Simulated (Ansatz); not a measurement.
**GaH₂+ (triplet): r2SCANh, wB97M-V, B2PLYP over a scan of the scale of all distances, aug-cc-pVTZ**

Aim: run GaH₂+ (triplet) with these functionals over a scan of the scale of all distances, and hold them against the top wave-function level at the same points.

The runs use Ansatz 0.2.0, Gaussian basis; aug-cc-pVTZ, all electrons in the functionals, frozen cores in the correlation of double hybrids and RPA.

Plan: r2SCANh, wB97M-V, B2PLYP, at 0.864; 1.000; 1.130; 1.275; 1.502; 1.753; 2.030; 2.377.

8 further runs of the same task are left out: 6 that didn't finish, 2 set aside as unsound or not needed.

## Step 1: The system

The geometry derives from a PBE0/def2-TZVP stationary point (not a proven minimum). All distances are scaled together. No spin-orbit coupling is included. The filled d shell of Ga may be among the frozen orbitals whatever the setting's name suggests; the logs give the count.

3 atoms, charge 1, spin multiplicity 3.

Atoms are counted from 1 here; the program's logs count them from 0.

Bond lengths: Ga1–H2 1.768 Å, Ga1–H3 1.768 Å. Angles: H2–Ga1–H3 71.9°.

Coordinates:

```xyz
3
GaH2
Ga    0.00000    0.00000   -0.04022
H     0.00000    1.03825    1.39101
H     0.00000   -1.03825    1.39101
```

No dispersion term is added; wB97M-V holds VV10 nonlocal correlation.

The geometry shown and the zero of energy belong to the point 1.000. The yardstick, FCI, and other wave-function levels (R restricted, U unrestricted, valence and pair active spaces) come from earlier runs.

## Step 2: r2SCANh, 0.864

in.yaml

```yaml
crystal:
  periodic: [false, false, false]
  atoms:
    - {symbol: Ga, position_ang: [0.000000, 0.000000, -0.034748]}
    - {symbol: H, position_ang: [0.000000, 0.897050, 1.201831]}
    - {symbol: H, position_ang: [0.000000, -0.897050, 1.201831]}
basis:
  gaussian: {orbitals: aug-cc-pVTZ}
total_charge: 1
magnetization: {spin_polarized: true, initial_magnetization: 2}
hamiltonian: {xc: {name: r2SCANh}}
```

Command:

```bash
$ ansatz run in.yaml --threads 1 --pin off --events-out ev --progress --plain --max-ram 2393MiB
```

After this run come: r2SCANh, 1.000; r2SCANh, 1.130; r2SCANh, 1.275; r2SCANh, 1.502; r2SCANh, 1.753; r2SCANh, 2.030; r2SCANh, 2.377; wB97M-V, 0.864; wB97M-V, 1.000; wB97M-V, 1.130; wB97M-V, 1.275; wB97M-V, 1.502; wB97M-V, 1.753; wB97M-V, 2.030; wB97M-V, 2.377; B2PLYP, 0.864; B2PLYP, 1.000; B2PLYP, 1.130; B2PLYP, 1.275; B2PLYP, 1.502; B2PLYP, 1.753; B2PLYP, 2.030; B2PLYP, 2.377.

Before running them: what should the planned runs give, taken together? Wanted: span of the FCI curve; largest miss, r2SCANh; largest miss, wB97M-V; largest miss, B2PLYP.

As calculated:

| quantity | value |
| --- | --- |
| span of the FCI curve | 16.0 kcal/mol |
| largest miss, r2SCANh | +11.6 kcal/mol (2.377) |
| largest miss, wB97M-V | -2.3 kcal/mol (0.864) |
| largest miss, B2PLYP | -1.0 kcal/mol (0.864) |

Of the functionals, B2PLYP keep the smallest largest miss at the points compared (at most 1.0 kcal/mol) and r2SCANh strays most (11.6 kcal/mol, at 2.377). Functionals and the yardstick converge differently with the basis, so part of each miss in aug-cc-pVTZ is the basis.
